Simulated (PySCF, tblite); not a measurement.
# C₂H₆F₂SeSi₂: geometry, infrared bands and NMR shifts

What infrared bands and NMR shifts should C₂H₆F₂SeSi₂ (`F/C=C(/F)[SiH2][Se][SiH3]`) show?

The runs use tblite 0.8.0 and PySCF 2.14.0, with density-fitted response routines of our own; the level of theory stands in each step. All values are computed, except where a source is named. Atoms are numbered from 0 throughout.

**1. The molecule as given**

13 atoms, charge 0, multiplicity 1; geometry from: force field or distance geometry start.

Bonds of the start (Å): F0–C1 1.39, C1–C2 1.32, C2–F3 1.36, C2–Si4 1.84, Si4–Se5 2.25, Se5–Si6 2.24, C1–H7 1.08, Si4–H8 1.47, Si4–H9 1.49, Si6–H10 1.49, Si6–H11 1.48, Si6–H12 1.46.

**2. Geometry optimisation with GFN2-xTB**

What the job is given:

```
{"job": {"kind": "relax", "xc": "GFN2-xTB", "basis": "xTB"}, "charge": 0, "multiplicity": 1}
F     -1.537100    -0.970100     1.801100
C     -2.025200     0.128600     1.101600
C     -1.708500     0.266000    -0.168700
F     -2.141600     1.312200    -0.923500
Si    -0.661600    -1.004700    -0.999700
Se     1.388800    -0.255500    -1.531900
Si     2.578200     0.648700     0.139300
H     -2.624300     0.845100     1.634700
H     -0.675300    -2.280400    -0.271400
H     -1.373700    -1.287100    -2.283300
H      3.684700    -0.279000     0.501800
H      3.252200     1.865300    -0.364400
H      1.839000     1.011200     1.346500
```

Command:

```console
$ OMP_NUM_THREADS=1 python probes_run.py task.json out
```

The driver reads the jobs from task.json and runs them one after another.

**Question.** This job is followed by: GFN2-xTB harmonic vibrations, gas phase; GIAO PBE0/pcSseg-1 NMR shielding, non-relativistic, gas phase. What will the session give for the following? strongest single infrared mode (GFN2-xTB); zero-point energy (GFN2-xTB); 13C shifts against TMS (PBE0/pcSseg-1); 1H shifts against TMS (PBE0/pcSseg-1, means over atoms taken as alike); 19F shifts against CFCl3 (PBE0/pcSseg-1); 29Si shifts against TMS (PBE0/pcSseg-1); 77Se shifts against Me2Se (PBE0/pcSseg-1).

The runs gave:

| quantity | value |
| --- | --- |
| strongest single infrared mode (GFN2-xTB) | 685 cm⁻¹, 495 km/mol |
| zero-point energy (GFN2-xTB) | 42.5 kcal/mol |
| 13C shifts against TMS (PBE0/pcSseg-1) | 166.1, 163.1 ppm |
| 1H shifts against TMS (PBE0/pcSseg-1, means over atoms taken as alike) | 8.12, 5.29, 4.70 ppm |
| 19F shifts against CFCl3 (PBE0/pcSseg-1) | -177.7, -178.8 ppm |
| 29Si shifts against TMS (PBE0/pcSseg-1) | -42.4, -58.0 ppm |
| 77Se shifts against Me2Se (PBE0/pcSseg-1) | -631 ppm |

**Reading.** Relaxing lowered the energy by 0.412 eV in 135 steps; the close pair that moved most is Se5–Si6, from 2.242 to 2.305 Å. All 33 modes are real, so the xTB geometry is a minimum. The strongest single mode, at 685 cm⁻¹, moves mainly H8 and H9. Unscaled tight-binding wavenumbers are off by several per cent, some by more. Its intensities can rank the bands wrongly. At PBE0/pcSseg-1: The widest tensor belongs to Se5: span 278 ppm, with a paramagnetic part of -614 ppm. Spin-orbit coupling is left out, which matters for shieldings and couplings at and beside the heavy atoms.
